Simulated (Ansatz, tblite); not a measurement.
# WS2 with GFN2-xTB from a Python script

These are simulated results from tblite 0.8.0, not measurements. The cell began as a database structure and was relaxed with r2SCAN+rVV10 in plane waves (Ansatz 0.2.0). All runs are without spin polarisation.

The symmetry is P6_3/mmc (No. 194, hexagonal); conventional cell a = 3.170 Å, c = 12.491 Å, 18.12 Å³ an atom. Around W lie 6 S at 2.41 Å; around S lie 3 W at 2.41 Å.

tblite solves periodic systems at the zone centre alone, so the script builds a cluster of 3×3×1 conventional cells (54 atoms), which folds in a coarse mesh of k points.

The script, run.py:

```python
import json
from ase import Atoms
from ase.build import make_supercell
from ase.units import Bohr, GPa, Hartree
from tblite.interface import Calculator

atoms = Atoms(['W', 'W', 'S', 'S', 'S', 'S'],
              cell=[[3.16993622, 0.0, 0.0], [-1.58496811, 2.74524529, 0.0], [0.0, 0.0, 12.49122526]],
              scaled_positions=[[0.333333333, 0.666666667, 0.7498956], [0.666666667, 0.333333333, 0.2501044], [0.333333333, 0.666666667, 0.124998342], [0.666666667, 0.333333333, 0.624789126], [0.333333333, 0.666666667, 0.375210874], [0.666666667, 0.333333333, 0.875001658]],
              pbc=True)
cluster = make_supercell(atoms, [[3, 0, 0], [0, 3, 0], [0, 0, 1]])
calc = Calculator('GFN2-xTB', cluster.numbers, cluster.positions / Bohr, lattice=cluster.cell[:] / Bohr, periodic=cluster.pbc)
calc.set('temperature', 0.02 / Hartree)
calc.set('max-iter', 150)
res = calc.singlepoint()
levels = res.get('orbital-energies') * Hartree
nv = round(res.get('orbital-occupations').sum() / 2)
cells = len(cluster) // len(atoms)
out = {'energy_per_cell': res.get('energy') * Hartree / cells, 'homo': levels[nv - 1], 'lumo': levels[nv],
       'stress': (-res.get('virial') * Hartree / cluster.get_volume() / GPa).tolist(), 'charges': res.get('charges')[:len(atoms)].tolist(), 'electrons': 2 * nv / cells}
json.dump(out, open('results.json', 'w'))
for key, value in out.items():
    print(key, value)
```

Command: `python run.py`. It took 6.1 s on 1 thread of Arm Neoverse V2, on a shared host, peak memory 0.12 GiB.

Output:

```
------------------------------------------------------------
  cycle        total energy    energy error   density error
------------------------------------------------------------
      1     -157.1374132219  -1.5780187E+02   4.9347337E-01
      2     -95.28787441312   6.1849539E+01   1.3415448E+00
      3     -161.1315453207  -6.5843671E+01   5.6183406E-01
      4     -157.0390009834   4.0925443E+00   3.7830974E-01
      5     -163.5343684169  -6.4953674E+00   2.3130018E-01
      6     -164.1384730062  -6.0410459E-01   8.0437994E-02
      7     -164.3617699580  -2.2329695E-01   7.4224280E-02
      8     -164.3884914263  -2.6721468E-02   6.9962645E-02
      9     -164.4504757369  -6.1984311E-02   3.6771106E-02
     10     -164.4704332754  -1.9957538E-02   1.6957410E-02
     11     -164.4777381440  -7.3048686E-03   1.2273587E-02
     12     -164.4855057315  -7.7675875E-03   7.2625887E-03
     13     -164.4866251458  -1.1194143E-03   2.9180099E-03
     14     -164.4867923225  -1.6717662E-04   2.7785463E-03
     15     -164.4870106568  -2.1833437E-04   1.7239220E-03
     16     -164.4870709402  -6.0283392E-05   8.3194401E-04
     17     -164.4870767895  -5.8493108E-06   3.0682256E-04
     18     -164.4870775986  -8.0906085E-07   3.5857772E-04
     19     -164.4870795484  -1.9498191E-06   1.8536216E-04
     20     -164.4870799253  -3.7684373E-07   1.4244655E-04
     21     -164.4870799157   9.5786561E-09   1.0998727E-04
     22     -164.4870804523  -5.3663487E-07   1.9086951E-05
------------------------------------------------------------

 total:                                   5.549 sec
energy_per_cell -497.3246046899085
homo -9.44181751857102
lumo -8.055817552743195
stress [[4.095414703827541, -4.0061988480829654e-05, -2.3803017466295036e-07], [-4.006198848084951e-05, 4.095397499348187, 3.787802367154972e-08], [-2.3803017420447353e-07, 3.787802370551502e-08, 6.278624378078003]]
charges [-0.12829080851179175, -0.12829080586185326, 0.06417927977515793, 0.06407993407608673, 0.06407993029186425, 0.06417928366926524]
electrons 36.0
```

The cycle table is in hartree for the whole cluster, and the lines after it are in eV (the energy for one cell). The printed stress is in GPa and positive in compression, and the pressure is its mean diagonal.

GFN2-xTB gives a gap of 1.39 eV. On the same cell, plane-wave PBE (Ansatz, 12×12×2 k points and the special points) gives a gap of 1.04 eV and r2SCAN a gap of 1.15 eV; on shared hosts these took about 8.6 and 22 core-seconds on the 6-atom cell, against 6.1 for the script. Spin-orbit coupling, left out in all these runs, can cut or reorder the gap by tenths of an eV, up to about 1 eV with Pb or Bi. xTB was fitted to molecules, so gaps, charges and pressures of solids can be far off, and the gap also depends on the size of the cluster.

The same script was run on cells scaled at fixed shape and fractional coordinates:

```tsv
volume (Å³/atom)	energy (meV/atom)	pressure (GPa, positive in compression)	gap (eV)
15.94	187.4	25.25	1.81
17.03	58.5	13.02	1.59
18.12	0.0	4.82	1.39
19.20	-13.3	-0.59	1.21
20.29	3.1	-4.31	1.06
```

A Birch-Murnaghan fit puts the minimum at 19.07 Å³/atom, 5.2 % above the given cell, with a bulk modulus of 79 GPa at fixed shape.

xTB was fitted mostly to molecules, and a small cluster samples few k points, so gaps, pressures and kinks along a curve can be far from a solid's.

No spin-orbit coupling is included; it can move band edges with weight on the heavy atoms by tenths of an eV.
